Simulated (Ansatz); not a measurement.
# C2H2FNTe: energies of removing a hydrogen

A script is to give energies of removing a hydrogen; the system is C2H2FNTe. SMILES: FC1N=C1[TeH].

All numbers are computed with the Python package of Ansatz 0.2.0. Level of theory: Hartree-Fock/def2-SVPD.

**1. The structure**

Bond lengths: F1–C2 1.387 Å, C2–N3 1.354 Å, C2–C4 1.328 Å, N3–C4 1.380 Å, C4–Te5 2.145 Å, C2–H6 1.112 Å, Te5–H7 1.760 Å. Angles: F1–C2–N3 112.9°, F1–C2–C4 119.3°, F1–C2–H6 120.6°, N3–C2–C4 61.9°, N3–C2–H6 114.8°, C4–C2–H6 113.3°, C2–N3–C4 58.1°, C2–C4–N3 59.9°, C2–C4–Te5 150.5°, N3–C4–Te5 148.4°, C4–Te5–H7 87.5°.

The script holds or builds the structure itself.

**2. The code**

The input, c2h2fnte_bde.py:

```python
'''X-H bond energies of C2H2FNTe without relaxation.'''

import ansatz as az


def single_point(molecule, charge=0, unpaired=0):
    calc = molecule.calculation().basis(gaussian='def2-SVPD').functional('HF')
    if charge:
        calc = calc.charge(charge)
    if unpaired:
        calc = calc.spin('collinear', total=unpaired)
    return calc.run().report['free_energy_ev']

def without(molecule, index):
    rest = az.Crystal.molecule()
    for i, site in enumerate(molecule.cartesian_sites):
        if i != index:
            rest = rest.atom(site.symbol, site.position_ang)
    return rest

geometry_ang = [
    ('F', [-0.5014, -2.0348, 0.6338]),
    ('C', [0.2617, -0.8782, 0.5816]),
    ('N', [-0.1562, 0.0682, 1.455]),
    ('C', [-0.2754, 0.2328, 0.0898]),
    ('Te', [-1.0972, 1.3402, -1.5526]),
    ('H', [1.3639, -0.9323, 0.4456]),
    ('H', [0.4657, 2.1362, -1.6989]),
]
mol = az.Crystal.molecule()
for symbol, xyz in geometry_ang:
    mol = mol.atom(symbol, xyz)

whole = single_point(mol, 0)
hydrogen = single_point(az.Crystal.molecule().atom('H', (0, 0, 0)), 0, 1)
print(f'E(molecule) = {whole:.5f} eV, E(H) = {hydrogen:.5f} eV')
for index in [5, 6]:
    radical = single_point(without(mol, index), 0, 1)
    print(f'H{index}: homolysis {23.060548 * (radical + hydrogen - whole):.1f} kcal/mol')
    anion = single_point(without(mol, index), -1)
    print(f'H{index}: loss of a proton {23.060548 * (anion - whole):.1f} kcal/mol')
```

**3. What the engine is handed**

The package turns the script's settings into the engine's input (first run):

```yaml
crystal:
  periodic: [false, false, false]
  atoms:
    - { symbol: F, position_ang: [-0.5014, -2.0348, 0.6338] }
    - { symbol: C, position_ang: [0.2617, -0.8782, 0.5816] }
    - { symbol: "N", position_ang: [-0.1562, 0.0682, 1.455] }
    - { symbol: C, position_ang: [-0.2754, 0.2328, 0.0898] }
    - { symbol: Te, position_ang: [-1.0972, 1.3402, -1.5526] }
    - { symbol: H, position_ang: [1.3639, -0.9323, 0.4456] }
    - { symbol: H, position_ang: [0.4657, 2.1362, -1.6989] }
basis:
  gaussian:
    orbitals: def2-SVPD
hamiltonian:
  xc: hf
```

**4. The run**

Run with:

```bash
> python c2h2fnte_bde.py
```

**Question.** What results will this script give? Wanted: weakest bond to hydrogen among those tried; easiest loss of a proton among those tried.

As calculated:

```
                                              quantity                               value
weakest bond to hydrogen among those tried (homolysis)  H6 (counted from 0), 37.4 kcal/mol
            easiest loss of a proton among those tried                  H6, 303.0 kcal/mol
                                         runs compared                                   6
```

In words: Atoms are numbered as in the script, from 0. The fragments aren't relaxed and zero-point energy is left out, so these aren't bond dissociation enthalpies. Losing a bare proton in the gas phase costs far more than homolysis, as charges must be parted. All 6 runs converged (8 to 196 cycles). What to keep in mind:
- The geometry is a force-field or estimated start, not a minimum of this method, and the basis set is short of its limit. All parts are taken at fixed geometry, without zero-point energy.
- def2 sets replace the cores of elements past krypton by effective core potentials.
- The spin-orbit lowering of heavy atoms is left out.
